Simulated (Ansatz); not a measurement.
Runs of Ansatz 0.2.0 on PtSe. The structure is hexagonal, space group P-6m2 (No. 187). Conventional cell: a = 3.702 Å, b = 3.702 Å, c = 3.613 Å, α = 90.00°, β = 90.00°, γ = 120.00°. Around Pt (site symmetry -6m2) lie 6 Se at 2.80 Å. Se (site symmetry -6m2) has 6 Pt at 2.80 Å as nearest neighbours. The cell comes from a database or a generator and needn't be the stable form of this composition.

```tsv
level	U	hubbard projectors	double counting	gap on the mesh (eV)	pressure (GPa)
PBE+U	Pt d U = 8 eV	ortho-atomic (the default)	fll (the default)	none	-9.8
PBE+U	Pt d U = 4 eV	ortho-atomic (the default)	fll (the default)	none	(a)
PBE+U	Pt d U = 1 eV	ortho-atomic (the default)	fll (the default)	none	-11.4
PBE	-	-	-	none	-11.4
PBE+U	Pt d U = 2 eV	ortho-atomic (the default)	fll (the default)	none	-11.4
```

Alike in all rows: task projected density of states; potentials or basis Ansatz PAW; no spin polarisation; cell as given; k mesh 8 × 8 × 7; cutoff (eV) 420; smearing fermi-dirac 0.05 eV.

Q: Fill in the values left out.

A: (a) -11.0.

Caveats: U without spin polarisation on a metal has little footing (some runs).

A k mesh can miss the band edges, and the runs leave out spin-orbit coupling on Pt, Se.

A gap of «none» marks a metal or a gap under the smearing width.
